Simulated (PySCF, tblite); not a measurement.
# ReCl₄O radical: EPR parameters

What do calculations give for the EPR parameters of ReCl₄O radical (`[O]=[Re@TB12]([Cl])([Cl])([Cl])[Cl]`)?

Programs: tblite 0.8.0 and PySCF 2.14.0, with routines of our own; each step states its level. All values are computed. Atoms count from 0.

### Step 1. The system as given

6 atoms, charge 0, multiplicity 2; geometry from: force field or distance geometry start.

### Step 2. Optimising the geometry with GFN2-xTB

Job settings and geometry (Å):

```
{"job": {"kind": "relax", "xc": "GFN2-xTB", "basis": "xTB"}, "charge": 0, "multiplicity": 2}
O     -1.251300    -1.562800    -0.798100
Re    -0.033800    -0.281200    -0.311700
Cl     2.139200    -1.183100    -0.701400
Cl    -0.902600    -0.653400     2.168800
Cl    -1.456100     1.851000    -1.010000
Cl     1.507700     1.831500     0.630900
```

Command:

```sh
> OMP_NUM_THREADS=1 python heavy_run.py task.json out
```

One launch serves the whole session: the jobs run in the order shown.

What it wrote:

```text
step      E/eV     max force
  0    -694.53098    4.406
  1    -695.02320    3.027
  2    -695.10485   14.867
  3    -695.98873    1.953
  4    -696.45286    1.570
  5    -696.63387    2.394
  6    -696.82012    0.986
  7    -696.86831    0.752
  8    -696.93840    0.915
  9    -696.97738    0.810
 10    -697.04160    0.417
 11    -697.05141    0.382
 12    -697.06955    0.328
 13    -697.08492    0.356
 14    -697.09607    0.399
 15    -697.10545    0.405
 16    -697.11926    0.365
 17    -697.13527    0.421
 18    -697.14849    0.383
 19    -697.15698    0.296
 20    -697.16472    0.311
 21    -697.17831    0.379
 22    -697.20010    0.691
 23    -697.22780    0.884
 24    -697.25366    0.715
 25    -697.26965    0.375
 26    -697.27920    0.462
 27    -697.29268    0.476
 28    -697.31342    0.488
 29    -697.33990    0.950
 30    -697.35753    0.550
 31    -697.37725    0.287
 32    -697.39053    0.379
 33    -697.39342    0.218
 34    -697.39456    0.191
 35    -697.39967    0.146
 36    -697.40109    0.141
 37    -697.40291    0.112
 38    -697.40476    0.116
 39    -697.40635    0.093
 40    -697.40735    0.119
 41    -697.40823    0.143
 42    -697.40898    0.130
 43    -697.40978    0.117
 44    -697.41049    0.057
 45    -697.41084    0.074
 46    -697.41097    0.021
 47    -697.41101    0.018
 48    -697.41103    0.014
 49    -697.41104    0.010
 50    -697.41106    0.011
 51    -697.41107    0.010
```

Wall time 0.48 s (1 thread of Arm Neoverse V1, shared host).

The steps of the relaxation: (not every step is listed)

```
step  energy from step 0 (eV)  largest force (eV/Å)
   0                   0.0000                4.4064
   1                  -0.4922                3.0267
   2                  -0.5739               14.8668
   3                  -1.4578                1.9531
   4                  -1.9219                1.5698
   5                  -2.1029                2.3937
   6                  -2.2891                0.9862
   7                  -2.3373                0.7518
   8                  -2.4074                0.9153
  11                  -2.5204                0.3824
  14                  -2.5651                0.3992
  17                  -2.6043                0.4211
  20                  -2.6337                0.3105
  23                  -2.6968                0.8845
  26                  -2.7482                0.4616
  29                  -2.8089                0.9502
  32                  -2.8596                0.3793
  35                  -2.8687                0.1457
  38                  -2.8738                0.1164
  41                  -2.8773                0.1428
  44                  -2.8795                0.0571
  46                  -2.8800                0.0209
  47                  -2.8800                0.0182
  48                  -2.8800                0.0139
  49                  -2.8801                0.0104
  50                  -2.8801                0.0107
  51                  -2.8801                0.0097
```

Close pairs (by a distance rule), those that changed most:

```
   bond  before (Å)  after (Å)  change (Å)
Re1–Cl5       2.780      2.196      -0.584
Re1–Cl3       2.654      2.196      -0.459
Re1–Cl4       2.656      2.287      -0.369
 O0–Re1       1.833      1.664      -0.170
Re1–Cl2       2.385      2.287      -0.097
```

The next job starts from the end point, and lists it.

### Step 3. Harmonic vibrations with GFN2-xTB

Job settings and geometry (Å):

```
{"job": {"kind": "ir", "xc": "GFN2-xTB", "basis": "xTB"}, "charge": 0, "multiplicity": 2}
O     -0.595349    -0.876606    -1.536226
Re    -0.063935    -0.094182    -0.167389
Cl     1.716429    -1.495874     0.145428
Cl    -0.680817    -0.569390     1.885759
Cl    -1.737926     1.464154    -0.206870
Cl     1.364721     1.573888    -0.142276
```

What it wrote:

```text
mode    cm-1     km/mol
  1      62.1      1.85
  2      63.6      8.40
  3     129.6     16.75
  4     137.2      1.54
  5     170.9      0.00
  6     178.0      3.08
  7     223.8     61.66
  8     244.2      0.56
  9     291.9      5.37
 10     327.7     19.03
 11     338.2      1.15
 12     866.7     35.90
```

It took 0.26 s on 1 thread of Arm Neoverse V1, shared host.

Which atoms move in the most intense modes:

```
cm⁻¹  km/mol                                   atoms
  62     1.9  Cl3 38 %, Cl5 28 %, Cl4 16 %, Cl2 16 %
  64     8.4                       O0 69 %, Cl5 11 %
 130    16.8            Cl4 32 %, Cl2 32 %, Re1 28 %
 178     3.1  Cl3 32 %, Cl5 30 %, Re1 13 %, Cl2 12 %
 224    61.7                       O0 60 %, Re1 23 %
 292     5.4             Cl4 34 %, Cl2 34 %, O0 23 %
 328    19.0            Cl5 44 %, Cl3 41 %, Re1 12 %
 867    35.9                                 O0 92 %
```

### Step 4. Relaxing the molecule at PBE0-D3(BJ)/def2-SVP

Job settings and geometry (Å):

```
{"job": {"xc": "PBE0", "basis": "def2-SVP", "d3": "d3bj", "grid": 1, "maxiter": 30, "shake": 0.01, "kind": "geom"}, "charge": 0, "multiplicity": 2}
O     -0.574940    -0.902160    -1.532050
Re    -0.069610    -0.098710    -0.169540
Cl     1.696230    -1.498190     0.136780
Cl    -0.647590    -0.567130     1.882230
Cl    -1.740740     1.457470    -0.217420
Cl     1.360810     1.578710    -0.144660
```

What it wrote:

```text
step   0  E = -1993.14724031  max force = 0.029423
step   1  E = -1993.15553466  max force = 0.011999
step   2  E = -1993.15766247  max force = 0.006778
step   3  E = -1993.16050955  max force = 0.004755
step   4  E = -1993.16224718  max force = 0.007271
step   5  E = -1993.16273350  max force = 0.002790
step   6  E = -1993.16264243  max force = 0.005176
step   7  E = -1993.16303942  max force = 0.002273
step   8  E = -1993.16314551  max force = 0.000540
step   9  E = -1993.16320826  max force = 0.001543
step  10  E = -1993.16319255  max force = 0.001238
step  11  E = -1993.16321022  max force = 0.001296
step  12  E = -1993.16323563  max force = 0.000375
step  13  E = -1993.16323654  max force = 0.000309
optimisation converged
```

Wall time 3.2 min (1 thread of Arm Neoverse V1, shared host); peak memory 0.52 GiB.

Along the way: (the energy doesn't fall at every step)

```
step  energy from step 0 (eV)  largest force component (eV/Å)
   0                   0.0000                          1.5130
   1                  -0.2257                          0.6170
   2                  -0.2836                          0.3485
   3                  -0.3611                          0.2445
   4                  -0.4084                          0.3739
   5                  -0.4216                          0.1435
   6                  -0.4191                          0.2662
   7                  -0.4299                          0.1169
   8                  -0.4328                          0.0278
   9                  -0.4345                          0.0793
  10                  -0.4341                          0.0637
  11                  -0.4346                          0.0666
  12                  -0.4353                          0.0193
  13                  -0.4353                          0.0159
```

Distances of close pairs at the start and the end, largest changes first:

```
   bond  before (Å)  after (Å)  change (Å)
Re1–Cl3       2.182      2.283      +0.100
Re1–Cl5       2.205      2.283      +0.079
Re1–Cl2       2.274      2.285      +0.011
 O0–Re1       1.661      1.651      -0.009
Re1–Cl4       2.284      2.285      +0.001
```

The end geometry stands in the next job.

```
                         at the end point                value
  point group (found at 0.08 Å tolerance)                  C2v
rotational constants (GHz, main isotopes)  1.195, 1.181, 0.751
                        dipole moment (D)                 0.10
                                     ⟨S²⟩                0.756
```

### Step 5. EPR parameters (ReCl₄O radical, [O]=[Re]([Cl])([Cl])([Cl])[Cl]): PBE0/pcH-1 Re:dyall-v2z, spin–orbit

Job settings and geometry (Å):

```
{"job": {"kind": "hepr", "xc": "PBE0", "basis": {"default": "pcH-1", "Re": "dyall-v2z"}, "rel": "so"}, "charge": 0, "multiplicity": 2}
O     -0.555859    -0.886268    -1.474953
Re    -0.044300    -0.077739    -0.128846
Cl     1.777730    -1.199693     0.673566
Cl    -1.166888    -1.031266     1.615412
Cl    -1.450091     1.701702     0.150519
Cl     1.463512     1.463215    -0.880415
```

Method: PBE0/pcH-1 Re:dyall-v2z EPR parameters from three collinear SCF solutions, X2C with spin-orbit coupling, screened-nuclear two-electron part, Gaussian nuclei, gas phase.

What it wrote:

```text
spin-free SCF
coarse grid: 39384 points
cycle   1  E = -18612.2442146840  dE =  1.291e+00  |g| = 2.688e+00  |ddm| = 1.907e+00
cycle   2  E = -18594.5650655420  dE =  1.768e+01  |g| = 8.578e+00  |ddm| = 7.639e+00
cycle   3  E = -18612.4936752259  dE = -1.793e+01  |g| = 2.343e+00  |ddm| = 5.771e+00
cycle   4  E = -18612.7371742826  dE = -2.435e-01  |g| = 1.984e+00  |ddm| = 2.250e+00
cycle   5  E = -18614.3715530758  dE = -1.634e+00  |g| = 4.390e-01  |ddm| = 1.208e+00
cycle   6  E = -18614.3990201278  dE = -2.747e-02  |g| = 3.252e-01  |ddm| = 4.085e-01
cycle   7  E = -18614.4386886491  dE = -3.967e-02  |g| = 3.070e-02  |ddm| = 2.028e-01
cycle   8  E = -18614.4389880637  dE = -2.994e-04  |g| = 1.487e-02  |ddm| = 3.017e-02
cycle   9  E = -18614.4390691709  dE = -8.111e-05  |g| = 5.346e-03  |ddm| = 1.155e-02
cycle  10  E = -18614.4390845064  dE = -1.534e-05  |g| = 1.783e-03  |ddm| = 4.635e-03
cycle  11  E = -18614.4390878354  dE = -3.329e-06  |g| = 1.144e-03  |ddm| = 3.148e-03
final grid: 73784 points
cycle  12  E = -18614.4390980078  dE = -6.527e-05  |g| = 2.925e-02  |ddm| = 3.000e-03
cycle  13  E = -18614.4390816911  dE =  1.632e-05  |g| = 6.908e-03  |ddm| = 5.754e-03
cycle  14  E = -18614.4389445111  dE =  1.372e-04  |g| = 2.039e-02  |ddm| = 1.435e-02
cycle  15  E = -18614.4390981066  dE = -1.536e-04  |g| = 2.874e-03  |ddm| = 1.011e-02
cycle  16  E = -18614.4391010513  dE = -2.945e-06  |g| = 5.141e-04  |ddm| = 1.990e-03
cycle  17  E = -18614.4391011529  dE = -1.015e-07  |g| = 1.135e-04  |ddm| = 3.976e-04
cycle  18  E = -18614.4391012048  dE = -5.194e-08  |g| = 8.756e-05  |ddm| = 5.186e-04
cycle  19  E = -18614.4391012106  dE = -5.835e-09  |g| = 1.423e-05  |ddm| = 1.457e-04
converged SCF energy = -18614.4391012106
two-component SCF, magnetisation along principal axis 1
cycle   1  E = -18606.5014802767  dE = -1.861e+04  |FDS-SDF| = 4.508e+02
cycle   2  E = -18627.5761972883  dE = -2.107e+01  |FDS-SDF| = 1.441e+00
cycle   3  E = -18627.5806265234  dE = -4.429e-03  |FDS-SDF| = 1.209e-01
cycle   4  E = -18627.5801903577  dE =  4.362e-04  |FDS-SDF| = 1.623e-01
cycle   5  E = -18627.5811271659  dE = -9.368e-04  |FDS-SDF| = 3.929e-02
cycle   6  E = -18627.5813449214  dE = -2.178e-04  |FDS-SDF| = 1.760e-02
cycle   7  E = -18627.5814409975  dE = -9.608e-05  |FDS-SDF| = 5.678e-03
cycle   8  E = -18627.5814805866  dE = -3.959e-05  |FDS-SDF| = 5.060e-03
cycle   9  E = -18627.5815069598  dE = -2.637e-05  |FDS-SDF| = 1.312e-03
cycle  10  E = -18627.5815120300  dE = -5.070e-06  |FDS-SDF| = 6.093e-04
cycle  11  E = -18627.5815130346  dE = -1.005e-06  |FDS-SDF| = 2.897e-04
cycle  12  E = -18627.5815131410  dE = -1.064e-07  |FDS-SDF| = 1.085e-04
cycle  13  E = -18627.5815131666  dE = -2.559e-08  |FDS-SDF| = 5.893e-05
converged, E = -18627.5815131666
two-component SCF, magnetisation along principal axis 2
cycle   1  E = -18606.5014802763  dE = -1.861e+04  |FDS-SDF| = 4.508e+02
cycle   2  E = -18627.5761974992  dE = -2.107e+01  |FDS-SDF| = 1.441e+00
cycle   3  E = -18627.5806266895  dE = -4.429e-03  |FDS-SDF| = 1.209e-01
cycle   4  E = -18627.5801902773  dE =  4.364e-04  |FDS-SDF| = 1.623e-01
cycle   5  E = -18627.5811270651  dE = -9.368e-04  |FDS-SDF| = 3.929e-02
cycle   6  E = -18627.5813447115  dE = -2.176e-04  |FDS-SDF| = 1.760e-02
cycle   7  E = -18627.5814406433  dE = -9.593e-05  |FDS-SDF| = 5.673e-03
cycle   8  E = -18627.5814800270  dE = -3.938e-05  |FDS-SDF| = 5.056e-03
cycle   9  E = -18627.5815061821  dE = -2.616e-05  |FDS-SDF| = 1.302e-03
cycle  10  E = -18627.5815111222  dE = -4.940e-06  |FDS-SDF| = 5.998e-04
cycle  11  E = -18627.5815120736  dE = -9.514e-07  |FDS-SDF| = 2.818e-04
cycle  12  E = -18627.5815121676  dE = -9.398e-08  |FDS-SDF| = 9.896e-05
cycle  13  E = -18627.5815121868  dE = -1.924e-08  |FDS-SDF| = 5.144e-05
converged, E = -18627.5815121868
two-component SCF, magnetisation along principal axis 3
cycle   1  E = -18606.5014802762  dE = -1.861e+04  |FDS-SDF| = 4.508e+02
cycle   2  E = -18627.5761891124  dE = -2.107e+01  |FDS-SDF| = 1.441e+00
cycle   3  E = -18627.5806157496  dE = -4.427e-03  |FDS-SDF| = 1.209e-01
cycle   4  E = -18627.5801771838  dE =  4.386e-04  |FDS-SDF| = 1.623e-01
cycle   5  E = -18627.5811132960  dE = -9.361e-04  |FDS-SDF| = 3.928e-02
cycle   6  E = -18627.5813300833  dE = -2.168e-04  |FDS-SDF| = 1.759e-02
cycle   7  E = -18627.5814248205  dE = -9.474e-05  |FDS-SDF| = 5.625e-03
cycle   8  E = -18627.5814627012  dE = -3.788e-05  |FDS-SDF| = 5.018e-03
cycle   9  E = -18627.5814874673  dE = -2.477e-05  |FDS-SDF| = 1.246e-03
cycle  10  E = -18627.5814917751  dE = -4.308e-06  |FDS-SDF| = 5.669e-04
cycle  11  E = -18627.5814925735  dE = -7.984e-07  |FDS-SDF| = 2.662e-04
cycle  12  E = -18627.5814926530  dE = -7.956e-08  |FDS-SDF| = 9.128e-05
cycle  13  E = -18627.5814926692  dE = -1.615e-08  |FDS-SDF| = 4.749e-05
converged, E = -18627.5814926692

g tensor 1.79762 1.80697 2.04195   isotropic 1.88218

Hyperfine (MHz)
atom isotope      a_iso        A1        A2        A3
  0    17O        4.33      -1.89       7.25       7.63
  1  187Re     -950.42   -1597.59    -630.85    -622.82
  2   35Cl        4.68     -19.08      10.58      22.53
  3   35Cl        4.76     -20.88       9.84      25.32
  4   35Cl        4.83     -19.46      10.63      23.31
  5   35Cl        4.67     -20.65       9.82      24.85

Field gradients (au) and densities at the nuclei (bohr^-3)
atom        Vxx        Vyy        Vzz        centre      nuclear mean
  0 O      0.0723     0.0886    -0.1609        313.147        313.137
  1 Re    -2.4653    -2.6853     5.1506    1549139.031    1433082.237
  2 Cl    -0.6160    -1.6572     2.2732       2828.757       2839.952
  3 Cl    -0.6370    -1.5758     2.2128       2828.754       2839.949
  4 Cl    -0.6245    -1.6365     2.2610       2828.757       2839.952
  5 Cl    -0.6328    -1.5882     2.2210       2828.754       2839.949
without picture change
  1 Re                           5.8997                   3978558.471
```

It took 21 min on 1 thread of Arm Neoverse V1, shared host; peak memory 1.9 GiB.

From this job:

```
quantity   value
  g(iso)  1.8822
```

Mulliken spin populations:

```
atom  value (e)
  O0      -0.08
 Re1       0.83
 Cl2       0.06
 Cl3       0.07
 Cl4       0.06
 Cl5       0.07
```

The fields below are evaluated on a grid from the run's orbitals.

ELF in a plane through or near 4 of the atoms.

Values, 10 rows by 14 columns:
```
0.00 0.00 0.00 0.00 0.00 0.00 0.00 0.00 0.00 0.00 0.00 0.00 0.00 0.00
0.00 0.00 0.00 0.00 0.04 0.18 0.32 0.33 0.14 0.01 0.00 0.00 0.00 0.00
0.00 0.00 0.00 0.03 0.53 0.87 0.42 0.90 0.61 0.02 0.02 0.02 0.00 0.00
0.00 0.00 0.01 0.01 0.13 0.82 0.12 0.77 0.13 0.28 0.81 0.59 0.09 0.00
0.00 0.06 0.52 0.75 0.55 0.15 0.30 0.23 0.37 0.74 0.37 0.82 0.27 0.01
0.00 0.12 0.75 0.50 0.49 0.76 0.33 0.54 0.28 0.76 0.73 0.86 0.32 0.01
0.00 0.05 0.57 0.87 0.87 0.41 0.32 0.75 0.66 0.15 0.08 0.23 0.06 0.00
0.00 0.00 0.09 0.28 0.09 0.08 0.86 0.75 0.50 0.86 0.22 0.00 0.00 0.00
0.00 0.00 0.00 0.00 0.00 0.19 0.66 0.75 0.65 0.44 0.09 0.00 0.00 0.00
0.00 0.00 0.00 0.00 0.00 0.00 0.02 0.03 0.02 0.00 0.00 0.00 0.00 0.00
```
The map spans 9.5 Å across and 9.5 Å up, centred on the molecule. Atoms in the plane (x, y in Å): Cl2 (-0.4, 2.1), Cl3 (-2.2, -0.4), Cl4 (0.4, -2.1), Cl5 (2.2, 0.4).

On the surface of density 0.002 e/bohr³ the electrostatic potential runs, from the 1st to the 99th percentile, from -0.20 V near Cl2 to 1.63 V near Re1.

The spin density lies nearest to Re1 63 %; 4 Cl atoms about 7 % each; O0 7 % (beta excess).

[end of part 1 of 2]
